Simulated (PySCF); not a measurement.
# C4H9Br: the cost of one run

Programs: PySCF 2.14.0, with routines of our own; each step states its level. All values are computed. Atoms count from 0.

## 1. The system as given

14 atoms, charge 0, multiplicity 1; geometry from: GFN2-xTB.

## 2. Geometry optimisation at PBE0-D3(BJ)/def2-SVP

The job: settings as JSON, then the geometry in Å.

```
{"job": {"xc": "PBE0", "basis": "def2-SVP", "d3": "d3bj", "grid": 1, "maxiter": 30, "shake": 0.01, "kind": "geom"}, "charge": 0, "multiplicity": 1}
C     -1.940240    -0.251930    -0.188360
C     -0.663490     0.260350     0.424910
C      0.533660    -0.228310    -0.373380
C      1.879790     0.269980     0.252280
Br     3.395200    -0.365860    -0.768150
H     -1.993210    -1.308810    -0.211440
H     -2.048530     0.132650    -1.213820
H     -2.797400     0.136000     0.375430
H     -0.589290    -0.085860     1.477130
H     -0.658450     1.354790     0.463330
H      0.546010    -1.321300    -0.381130
H      0.490350     0.130820    -1.388890
H      1.877690     1.365830     0.246560
H      1.960770    -0.103430     1.277770
```

Launch:

```sh
OMP_NUM_THREADS=1 python heavy_run.py task.json out
```

One launch serves the whole session: the jobs run in the order shown.

**Question.** How long does this first job take on 1 thread of Arm Neoverse V1, shared host, and how much memory does it need?

About 36 s, with a peak of 0.56 GiB.
